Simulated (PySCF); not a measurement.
# The bond of AlIn−, level by level

The task here is to estimate one member of a computed series from the others.

Program: PySCF 2.14.0. Level of theory: Al def2-SVPD, In def2-SVPD with ECP28, scalar-relativistic core potentials. These are calculated values, not measurements.

6 further runs of the same task are left out: 6 set aside as unsound or not needed.

Set-up of the first run:

Settings of the job:

```yaml
atoms: Al, In
charge: -1
basis: Al def2-SVPD, In def2-SVPD with ECP28
Hamiltonian: scalar-relativistic core potentials
basis_functions: 56
electrons_treated: 35
masses_in_u: 26.9815, 114.9039
levels: PBE0, PBE, r²SCAN, r²SCANh, PBEsol
grid: 80 radial by 434 angular points
occupations: held fixed by the projection of orbital angular momentum
dissociation_limit: Al− + In, each in its ground configuration
starting_distance_in_angstrom: 2.685
values_of_2S_to_try: 1, 3
```

Steps of the session up to this table: Input; The PBE0 curve of the state that the search chose; PBE; r²SCAN (meta-GGA); r²SCANh; PBEsol (GGA).

One of the session's tables, all rows but one given; the rest of the session is left out.

It belongs to the step «The curves together». Energy (eV) from each level's lowest point:

| R (Å) | PBE | PBEsol | r²SCAN | r²SCANh | PBE0 |
| --- | --- | --- | --- | --- | --- |
| 2.324 | 0.551 | 0.491 | 0.503 | 0.494 | 0.513 |
| 2.432 | 0.255 | 0.214 | 0.219 | 0.212 | 0.225 |
| 2.540 | 0.087 | 0.064 | 0.065 | 0.061 | 0.068 |
| 2.621 | 0.024 | 0.013 | 0.013 | 0.010 | 0.014 |
| 2.702 | 0.000 | 0.000 | 0.000 | 0.000 | 0.000 |
| 2.783 | ? | ? | ? | ? | ? |
| 2.891 | 0.049 | 0.071 | 0.074 | 0.081 | 0.075 |
| 3.026 | 0.139 | 0.175 | 0.182 | 0.194 | 0.186 |
| 3.188 | 0.278 | 0.329 | 0.341 | 0.359 | 0.351 |
| 3.405 | 0.485 | 0.551 | 0.571 | 0.600 | 0.594 |

**Question.** Estimate the row for R (Å) = 2.783.

Worked estimate for «PBE». A straight line through the neighbours (2.702, 0.000) and (2.891, 0.049) gives 0.000 + (0.049 − 0.000) × (2.783 − 2.702) / (2.891 − 2.702) = 0.021; a parabola fitted to 4 rows on both sides gives 0.009.

The run gave: PBE: 0.006; PBEsol: 0.016; r²SCAN: 0.017; r²SCANh: 0.020; PBE0: 0.017. In «PBE» the line misses by +0.015 and the parabola by +0.003.
